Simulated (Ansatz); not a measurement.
**GeH2S (SMILES [SH][GeH]) at 6 levels**

We compute a comparison of 6 runs (B2PLYP/STO-3G, UB3LYP/STO-3G, r2SCAN0/STO-3G, wB97M-V/STO-3G, BCCD(T)/STO-3G, CCSDT/STO-3G) of GeH2S. 

The calculation is run with Ansatz 0.2.0.

51 further runs of the same task are left out: 3 that didn't finish, 48 set aside as unsound or not needed.

### Step 1. The structure to begin with

The species is GeH2S (4 atoms), meant as a singlet with charge 0. SMILES: `[SH][GeH]`. The H3–S1 distance was set to 2.684 Å, away from the relaxed value. At this shape a bond of the SMILES string is far longer than usual.

Bond lengths: S1–Ge2 2.225 Å, Ge2–H4 1.595 Å. Angles: S1–Ge2–H4 93.7°.

### Step 2. The energy at B2PLYP/STO-3G (run 1)

Contents of input.yaml:

```yaml
crystal:
  periodic: [false, false, false]
  atoms:
    - {symbol: S, position_ang: [-1.665826, -1.441505, -0.227811]}
    - {symbol: Ge, position_ang: [-2.064226, 0.498195, -1.243111]}
    - {symbol: H, position_ang: [0.779200, -0.962100, 0.771200]}
    - {symbol: H, position_ang: [-0.661326, 1.126195, -0.818911]}
basis:
  gaussian: {orbitals: STO-3G}
accuracy: high
correlation: {frozen_orbitals: {Ge: 9, H: 0, S: 5}}
hamiltonian: {xc: {name: B2PLYP}}
```

On the command line:

```bash
$ ansatz run input.yaml --threads 1 --pin off --max-ram 2610MiB --events-out events.jsonl --progress --plain --runs-dir runs
```

What it wrote:

```text
Warning: RAYON_NUM_THREADS=1 ignored (pool sized by the plan → 1); use --threads N
Functional definition: B2PLYP
  name "B2PLYP"
  parameter a = 0.53
  parameter c = 0.27
  exchange = (1 - a)*b88_x + a*exact_x
  correlation = (1 - c)*lyp_c + c*(mp2_os + mp2_ss)
419 factors; integrals over basis functions are off by at most 1.3e-8 eV
mean field evaluation 1: about -66589.9258 eV, gradient 1.8e1 eV
mean field evaluation 2: about -66589.9276 eV, gradient 1.8e1 eV
mean field evaluation 4: about -66591.7991 eV, gradient 1.1e1 eV
mean field evaluation 8: about -66592.5452 eV, gradient 5.6e-2 eV
mean field evaluation 16: about -66592.5441 eV, gradient 2.3e-5 eV
mean field -66592.54409798 eV, -2447.2308575530 hartree, gradient 1.1e-8 eV, S^2 0.000000; 0 other end points of the search recorded, 0 dependent functions left out; unrestricted orbitals would lower it
14 core orbitals not correlated: weight in the atoms' cores, before any rotation towards them, 1.000 or more for the frozen orbitals, at most 0.000 for the correlated occupied ones
reference -66592.54411642 eV, -2447.2308582309 hartree; 11, 11 occupied and 4, 4 virtual orbitals, 419 factors
second order -6.50236149 eV of doubles, -0.00000000 eV of singles
Total energy: -66594.29975402 eV, -2447.2953767227 hartree
```

Run time: 2.1 s. Hardware: 1 thread of Arm Neoverse V1, shared host; peak memory 0.1 GiB.

### Step 3. A single-point energy at UB3LYP/STO-3G (run 2)

Contents of molecule.yaml:

```yaml
crystal:
  periodic: [false, false, false]
  atoms:
    - symbol: S
      position_ang: [-1.665826, -1.441505, -0.227811]
    - symbol: Ge
      position_ang: [-2.064226, 0.498195, -1.243111]
    - symbol: H
      position_ang: [0.779200, -0.962100, 0.771200]
    - symbol: H
      position_ang: [-0.661326, 1.126195, -0.818911]
basis:
  gaussian: {orbitals: STO-3G}
magnetization: {spin_polarized: true, initial_magnetization: 0}
hamiltonian: {xc: {name: B3LYP}}
accuracy: high
```

On the command line:

```bash
$ ansatz run molecule.yaml --threads 1 --pin off --max-ram 2610MiB --events-out events.jsonl --progress --plain --runs-dir runs
```

What it wrote:

```text
Warning: RAYON_NUM_THREADS=1 ignored (pool sized by the plan → 1); use --threads N
Functional definition: B3LYP
  name "B3LYP"
  parameter a0 = 0.2
  parameter ax = 0.72
  parameter ac = 0.81
  exchange = (1 - a0 - ax)*slater_x + ax*b88_x + a0*exact_x
  correlation = (1 - ac)*vwn_rpa_c + ac*lyp_c
419 factors; integrals over basis functions are off by at most 1.3e-8 eV
mean field evaluation 1: about -66428.9814 eV, gradient 1.5e2 eV
mean field evaluation 2: about -66444.0061 eV, gradient 5.5e1 eV
mean field evaluation 4: about -66568.1613 eV, gradient 3.7e1 eV
mean field evaluation 8: about -66530.2108 eV, gradient 7.0e1 eV
mean field evaluation 16: about -66607.3540 eV, gradient 3.7e-2 eV
mean field evaluation 32: about -66577.9239 eV, gradient 5.0e1 eV
mean field -66608.43012334 eV, -2447.8146582171 hartree, gradient 3.7e-8 eV, S^2 0.914285; 4 other end points of the search recorded, 0 dependent functions left out
reference -66608.43015225 eV, -2447.8146592795 hartree; 25, 25 occupied and 4, 4 virtual orbitals, 419 factors
Total energy: -66608.43015225 eV, -2447.8146592795 hartree
```

It took 4.5 s on 1 thread of Arm Neoverse V1, shared host; peak memory 0.14 GiB.

Runs 3 to 5 aren't shown in full; the table further down has their settings and results.

### Step 4. A single-point energy at CCSDT/STO-3G (run 6)

Contents of input.yaml:

```yaml
basis:
  gaussian: {orbitals: STO-3G}
crystal:
  periodic: [false, false, false]
  atoms:
    - symbol: S
      position_ang: [-1.665826, -1.441505, -0.227811]
    - symbol: Ge
      position_ang: [-2.064226, 0.498195, -1.243111]
    - symbol: H
      position_ang: [0.779200, -0.962100, 0.771200]
    - symbol: H
      position_ang: [-0.661326, 1.126195, -0.818911]
scf: {omitted_lower_state_checks: [cluster_reference, increment]}
accuracy: high
correlation: {method: ccsdt, frozen_orbitals: {Ge: 9, H: 0, S: 5}}
```

On the command line:

```bash
$ ansatz run input.yaml --threads 1 --pin off --max-ram 2610MiB --events-out events.jsonl --progress --plain --runs-dir runs
```

What it wrote:

```text
Warning: RAYON_NUM_THREADS=1 ignored (pool sized by the plan → 1); use --threads N
[... 14 lines left out ...]
14 core orbitals not correlated: weight in the atoms' cores, before any rotation towards them, 1.000 or more for the frozen orbitals, at most 0.000 for the correlated occupied ones
[... 54 lines left out ...]
WARN: these amplitudes may be one of several solutions (largest doubles amplitude 0.66, level shift 7.59 eV)
Total energy: -66559.16399773 eV, -2446.0041614949 hartree
Checks for a lower state left out: cluster_reference, increment
```

It took 1.1 s on 1 thread of Arm Neoverse V1, shared host.

### Step 5. All runs side by side

| run | level | frozen core orbitals | energy (Eh) | wall time |
| --- | --- | --- | --- | --- |
| 1 | B2PLYP/STO-3G | 14 | -2447.295377 | 2.1 s |
| 2 | UB3LYP/STO-3G | – | -2447.814659 | 4.5 s |
| 3 | r2SCAN0/STO-3G | – | -2447.870996 | 4.5 s |
| 4 | wB97M-V/STO-3G | – | -2447.863682 | 23 s |
| 5 | BCCD(T)/STO-3G | 14 | -2446.002459 | 0.66 s |
| 6 | CCSDT/STO-3G | 14 | -2446.004161 | 1.1 s |

### Step 6. What came out

| quantity | value |
| --- | --- |
| run 6: total energy | -2446.00416 Eh |
| run 6: correlation energy (14 core orbitals frozen) | -231.9 mEh |
| run 6: T1 diagnostic | 0.035 |

Totals of different functionals can't be ranked against each other. In runs 1, 5, 6 the log says that unrestricted orbitals would lower the reference, so the values rest on an unstable closed-shell determinant (other closed-shell runs at this shape may share the fault). In runs 1, 2, 3, 4, 5, 6 the basis is minimal, so the values are rough. In runs 1, 3, 4 a closed-shell determinant meets a far-stretched bond, which it describes badly. Spin contamination of the reference: run 2 ⟨S²⟩ = 0.91. Where it is this large, the reference is a mixture of spin states, and values that rest on it are in doubt. All runs together took 36 s, the longest 23 s.
